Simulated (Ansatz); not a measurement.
# Ti2InC: properties at the relaxed cell

An exercise on one series of results from a longer session: the logs are not shown, and one member is left open.

Program: Ansatz 0.2.0. Level of theory: DFT r2SCAN, scalar-relativistic, plane waves, PAW. These are calculated values, not measurements.

1 further run of the same task is left out (set aside as unsound or not needed).

### The system as given

The structure is hexagonal, space group P6_3/mmc (No. 194). Conventional cell: a = 3.132 Å, b = 3.132 Å, c = 14.137 Å, α = 90.00°, β = 90.00°, γ = 120.00°. Ti (site symmetry 3m) has 3 C at 2.12 Å as nearest neighbours. Around In (site symmetry -6m2) lie 6 Ti at 3.02 Å and 6 In at 3.13 Å. C (site symmetry -3m) has 6 Ti at 2.12 Å as nearest neighbours.

Coordinates:

```
Ti In C
1.0
     3.13167    0.00000    0.00000
    -1.56583    2.71211    0.00000
     0.00000    0.00000   14.13672
Ti In C
4 2 2
Direct
  0.66667 0.33333 0.57855
  0.66667 0.33333 0.92145
  0.33333 0.66667 0.07855
  0.33333 0.66667 0.42145
  0.66667 0.33333 0.25000
  0.33333 0.66667 0.75000
  0.00000 0.00000 0.50000
  0.00000 0.00000 0.00000
```

It goes back to an entry of the Materials Project, which need not be the stable form.

It is the result of an earlier relaxation at this level (volume 15.01 Å³/atom; gap on the mesh: none (metal)).

The first run:

File input.yaml:

```yaml
crystal:
  lattice:
    - [3.1000341366, 0.0, 0.0]
    - [-1.5500170683, 2.6847083149, 0.0]
    - [0.0, 0.0, 13.9939148824]
  atoms:
    - { symbol: Ti, position: [0.6666666667, 0.3333333333, 0.5785450796] }
    - { symbol: Ti, position: [0.6666666667, 0.3333333333, 0.9214549204] }
    - { symbol: Ti, position: [0.3333333333, 0.6666666667, 0.0785450796] }
    - { symbol: Ti, position: [0.3333333333, 0.6666666667, 0.4214549204] }
    - { symbol: In, position: [0.6666666667, 0.3333333333, 0.25] }
    - { symbol: In, position: [0.3333333333, 0.6666666667, 0.75] }
    - { symbol: C, position: [0.0, 0.0, 0.5] }
    - { symbol: C, position: [0.0, 0.0, 0.0] }
basis:
  ecutwfc: 500
kpoints:
  mp_grid: { grid: [15, 15, 4] }
hamiltonian:
  xc: r2scan
scf:
  occupations: { method: gaussian, width: 0.1 }
output:
  forces: true
  stress: true
  eigenvalues: true
relax:
  adjacent_minimum: "off"
  f_tol: 0.01
  max_steps: 30
  cell: { stress_tol: 0.1, fix: [volume] }
```

Command:

```
$ ansatz run input.yaml --threads 4 --pin off --max-ram 10240MiB --backend cpu --events-out ev --progress --plain --runs-dir out
```

Steps of the session up to this table: Point at V/V0 = 0.97; Point at V/V0 = 1.03; The cell scaled to 0.94 of its volume; The cell scaled to 1.06 of its volume; Point at V/V0 = 0.91; The cell scaled to 1.10 of its volume; Point at V/V0 = 0.88.

One table of the session follows, with a row left open; its other results are not shown here.

It belongs to the step «Energy against volume». 

| volume (Å³/atom) | energy above the lowest point (meV/atom) | pressure (GPa) |
| --- | --- | --- |
| 13.208 | 117.3 | 23.47 |
| 13.658 | 62.0 | 16.06 |
| 14.108 | 26.0 | 9.81 |
| 14.558 | 6.1 | 4.50 |
| 15.009 | 0.0 | 0.00 |
| 15.459 | 5.5 | -3.79 |
| 15.909 | ? | ? |
| 16.509 | 53.6 | -10.39 |

Q: Estimate the row for volume (Å³/atom) = 15.909 from the others.

Worked estimate for «energy above the lowest point (meV/atom)». A straight line through the neighbours (15.459, 5.5) and (16.509, 53.6) gives 5.5 + (53.6 − 5.5) × (15.909 − 15.459) / (16.509 − 15.459) = 26.1; a parabola fitted to 3 rows on both sides gives 20.1.

**Answer.** energy above the lowest point (meV/atom): 20.8; pressure (GPa): -6.97. In «energy above the lowest point (meV/atom)» the line misses by +5.3 and the parabola by -0.7.
